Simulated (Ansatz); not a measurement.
# SiTeO5: the cost of one run

Method: DFT PBE, scalar-relativistic, plane waves, PAW, in Ansatz 0.2.0.

## (1) The system as given

Symmetry: P4/mmm, No. 123, tetragonal system. The conventional cell has a = 3.636 Å, b = 3.636 Å, c = 6.396 Å, α = 90.00°, β = 90.00°, γ = 90.00°. Si (site symmetry 4/mmm) is surrounded by 12 O at 2.57 to 2.61 Å. Te (site symmetry 4/mmm) is surrounded by 8 O at 2.25 Å. O (site symmetry 4/mmm) is surrounded by 4 Si at 2.57 Å and 8 O at 2.61 Å. O (site symmetry 2mm) is surrounded by 2 Te at 2.25 Å and 7 O at 2.57 to 2.65 Å and 2 Si at 2.61 Å.

Structure file:

```cif
data_structure
_symmetry_space_group_name_H-M 'P4/mmm'
_symmetry_Int_Tables_number 123
_cell_length_a 3.6359
_cell_length_b 3.6359
_cell_length_c 6.3955
_cell_angle_alpha 90.000
_cell_angle_beta 90.000
_cell_angle_gamma 90.000
_cell_volume 84.55
loop_
_atom_site_label
_atom_site_type_symbol
_atom_site_symmetry_multiplicity
_atom_site_Wyckoff_symbol
_atom_site_fract_x
_atom_site_fract_y
_atom_site_fract_z
_atom_site_occupancy
Si1 Si 1 c 0.50000 0.50000 0.00000 1
Te1 Te 1 b 0.00000 0.00000 0.50000 1
O1 O 1 a 0.00000 0.00000 0.00000 1
O2 O 4 i 0.00000 0.50000 0.29276 1
```

The cell is invented: species swapped into a database cell of TlAsPd5 (P4/mmm, No. 123), with Si on the Tl sites, Te on the As sites and O on the Pd sites. Its size is a rough estimate.

## (2) A first look at the guess

The input, input.yaml:

```yaml
crystal:
  lattice:
    - [3.63594119, 0.0, 0.0]
    - [0.0, 3.63594119, 0.0]
    - [0.0, 0.0, 6.39552887]
  atoms:
    - { symbol: Si, position: [0.5, 0.5, 0.0] }
    - { symbol: Te, position: [0.0, 0.0, 0.5] }
    - { symbol: O, position: [0.0, 0.0, 0.0] }
    - { symbol: O, position: [0.0, 0.5, 0.29276302] }
    - { symbol: O, position: [0.5, 0.0, 0.29276302] }
    - { symbol: O, position: [0.0, 0.5, 0.70723698] }
    - { symbol: O, position: [0.5, 0.0, 0.70723698] }
basis:
  ecutwfc: 420
kpoints:
  mp_grid: { grid: [6, 6, 4] }
hamiltonian:
  xc: pbe
scf:
  occupations: { method: gaussian, width: 0.1 }
  lower_state_search: "off"
output:
  forces: true
  stress: true
  eigenvalues: true
```

Launch:

```
$ ansatz run input.yaml --threads 1 --pin off --max-ram 2048MiB --backend cpu --events-out ev --progress --plain --runs-dir out
```

**Question.** How long does this run take on 1 thread of Arm Neoverse V2, shared host, and how much memory does it need?

About 5 s, with a peak of 0.36 GiB.
